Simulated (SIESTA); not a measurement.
Zr3O:

```
Zr O
1.0
     5.61720    0.00000    0.00000
    -2.80860    4.86464    0.00000
     0.00000    0.00000    5.18500
Zr O
6 2
Direct
  0.00000 0.66670 0.50000
  0.66670 0.66670 0.00000
  0.66670 0.00000 0.50000
  0.00000 0.33330 0.00000
  0.33330 0.33330 0.50000
  0.33330 0.00000 0.00000
  0.66667 0.33333 0.75000
  0.33333 0.66667 0.25000
```

```yaml
Program: SIESTA 5.4.2
Task: single point
Functional: PBEsol
Potentials_or_basis: PseudoDojo 0.4 standard (PBEsol files)
Basis: DZP (energy shift 0.003 Ry; two zetas on semicore shells)
Grid_cutoff: 800 Ry
Energy_shift: 0.003 Ry
k_mesh: 6 × 6 × 5
Occupations: fermi-dirac, width 0.05 eV
Spin: no spin polarisation
```

On this cell: pressure -1.2 GPa; largest force 0.430 eV/Å; band gap on the k mesh none (metal or under the smearing width).

The same run follows on a disturbed copy (atoms moved at random, drawn with an rms of 0.05 Å):

```
Zr O
1.0
     5.61720    0.00000    0.00000
    -2.80860    4.86464    0.00000
     0.00000    0.00000    5.18500
Zr O
6 2
Direct
  0.99580 0.66634 0.51377
  0.66173 0.66429 0.99814
  0.67676 0.00217 0.49541
  0.99485 0.32892 0.99745
  0.33178 0.33644 0.50229
  0.33374 0.99842 0.00673
  0.65836 0.32962 0.74058
  0.33825 0.66941 0.25210
```

Q: What does the disturbed cell give?

A: The energy (extrapolated to zero smearing) moves by +12.6 meV/atom; pressure -1.1 GPa; largest force 1.068 eV/Å; band gap on the k mesh none (metal or under the smearing width).

Forces in eV/Å, atoms in the order of the input:
```
Zr   0.728 -0.198 -0.756
Zr  -0.089 -0.397  0.082
Zr  -0.891 -0.027  0.244
Zr  -0.131  0.593  0.292
Zr   0.245  0.325 -0.182
Zr   0.301  0.088 -0.304
O    0.223 -0.134  0.596
O   -0.383 -0.252  0.029
```

Stress tensor (GPa, compression positive):
```
-1.93  0.19  0.38
 0.19 -0.83 -0.26
 0.38 -0.26 -0.48
```

Caveats: the cell's inner coordinates are idealised or old, which leaves forces on the atoms; the basis of atomic orbitals isn't converged, which shifts pressures, moduli and gaps.
